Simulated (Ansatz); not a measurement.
# ClH2InS (SMILES [SH][InH][Cl]): one structure at several levels

A test off equilibrium: a structure displaced at random from a GFN2-xTB minimum is computed at several levels, and each is set against CCSD(T).

Method: single points in def2-TZVPP; program: Ansatz 0.2.0, Gaussian basis.

Cores are frozen in the correlated methods. Filled d shells of the heavier atoms are correlated. Core potentials replace the inner electrons past krypton, and spin-orbit coupling is left out. B3LYP uses VWN-RPA correlation.

### 1 The starting structure

SMILES `[SH][InH][Cl]`, 5 atoms, charge 0, spin multiplicity 1.

Atoms are counted from 1 here; the program's logs count them from 0.

Bond lengths: S1–In2 2.429 Å, S1–H4 1.439 Å, In2–Cl3 2.325 Å, In2–H5 1.849 Å. Angles: In2–S1–H4 88.3°, S1–In2–Cl3 115.3°, S1–In2–H5 125.3°, Cl3–In2–H5 119.3°.

Geometry (Å):

```xyz
5
ClH2InS
S    -1.0851   -1.2303    1.0229
In    0.5578   -0.1198   -0.3807
Cl    0.2337    2.1636   -0.6716
H    -1.7514    0.0368    1.1732
H     2.0284   -0.9318   -1.1532
```

### 2 CCSD(T)/def2-TZVPP

run/in.yaml reads:

```yaml
crystal:
  periodic: [false, false, false]
  atoms:
    - {symbol: S, position_ang: [-1.085100, -1.230300, 1.022900]}
    - {symbol: In, position_ang: [0.557800, -0.119800, -0.380700]}
    - {symbol: Cl, position_ang: [0.233700, 2.163600, -0.671600]}
    - {symbol: H, position_ang: [-1.751400, 0.036800, 1.173200]}
    - {symbol: H, position_ang: [2.028400, -0.931800, -1.153200]}
basis:
  gaussian: {orbitals: def2-TZVPP}
correlation: {method: ccsd_t}
output: {forces: true}
```

No record of the launch command was kept for these runs.

### 3 PBE0-D4/def2-TZVPP

Edit run/in.yaml of step 2 so:

```diff
@@ -10,3 +10,3 @@
   gaussian: {orbitals: def2-TZVPP}
-correlation: {method: ccsd_t}
-output: {forces: true}
+hamiltonian: {xc: pbe0, dispersion: d4}
+output: {forces: true, orbitals: {seedname: orbitals}}
```

### 4 wB97M-V/def2-TZVPP

Edit run/in.yaml of step 3 so:

```diff
@@ -10,3 +10,3 @@
   gaussian: {orbitals: def2-TZVPP}
-hamiltonian: {xc: pbe0, dispersion: d4}
-output: {forces: true, orbitals: {seedname: orbitals}}
+hamiltonian: {xc: {name: wB97M-V}}
+output: {forces: true}
```

### 5 r2SCAN-D4/def2-TZVPP

Edit run/in.yaml of step 4 so:

```diff
@@ -10,3 +10,3 @@
   gaussian: {orbitals: def2-TZVPP}
-hamiltonian: {xc: {name: wB97M-V}}
+hamiltonian: {xc: r2scan, dispersion: d4}
 output: {forces: true}
```

### 6 PBE-D4/def2-TZVPP

Edit run/in.yaml of step 5 so:

```diff
@@ -10,3 +10,3 @@
   gaussian: {orbitals: def2-TZVPP}
-hamiltonian: {xc: r2scan, dispersion: d4}
+hamiltonian: {xc: pbe, dispersion: d4}
 output: {forces: true}
```

### 7 B3LYP-D4/def2-TZVPP

Edit run/in.yaml of step 6 so:

```diff
@@ -10,3 +10,3 @@
   gaussian: {orbitals: def2-TZVPP}
-hamiltonian: {xc: pbe, dispersion: d4}
+hamiltonian: {xc: {name: B3LYP}, dispersion: d4}
 output: {forces: true}
```

### 8 revPBE-D4/def2-TZVPP

Edit run/in.yaml of step 7 so:

```diff
@@ -10,3 +10,3 @@
   gaussian: {orbitals: def2-TZVPP}
-hamiltonian: {xc: {name: B3LYP}, dispersion: d4}
+hamiltonian: {xc: {name: revPBE}, dispersion: d4}
 output: {forces: true}
```

(Steps that only read results are left out.)

**Question.** What will these runs give? Wanted: energy less free atoms, CCSD(T)/def2-TZVPP; RMS force component; RMS force error; HOMO and LUMO, PBE0-D4; T1 diagnostic.

As calculated:

| quantity | value |
| --- | --- |
| energy less free atoms, CCSD(T)/def2-TZVPP | -12.047 eV |
| RMS force component | 0.803 to 0.957 eV/Å over the methods |
| RMS force error | PBE0-D4 0.017, wB97M-V 0.046, r2SCAN-D4 0.035, PBE-D4 0.168, B3LYP-D4 0.125, revPBE-D4 0.207 eV/Å |
| HOMO and LUMO, PBE0-D4 | -7.80 and -1.91 eV |
| T1 diagnostic | 0.014 |

In words: Against CCSD(T) the functionals' energies less atoms differ by -0.478 to -0.066 eV, PBE-D4 by -0.435 eV. CCSD(T) in triple zeta still lacks some correlation energy of the bonds, so part of these gaps is its own basis error and they don't rank the functionals. The forces of PBE0-D4 come nearest to CCSD(T), those of revPBE-D4 are farthest. Frozen-core CCSD(T) forces in triple zeta carry basis errors of their own, and this is one geometry, so small gaps rank nothing.
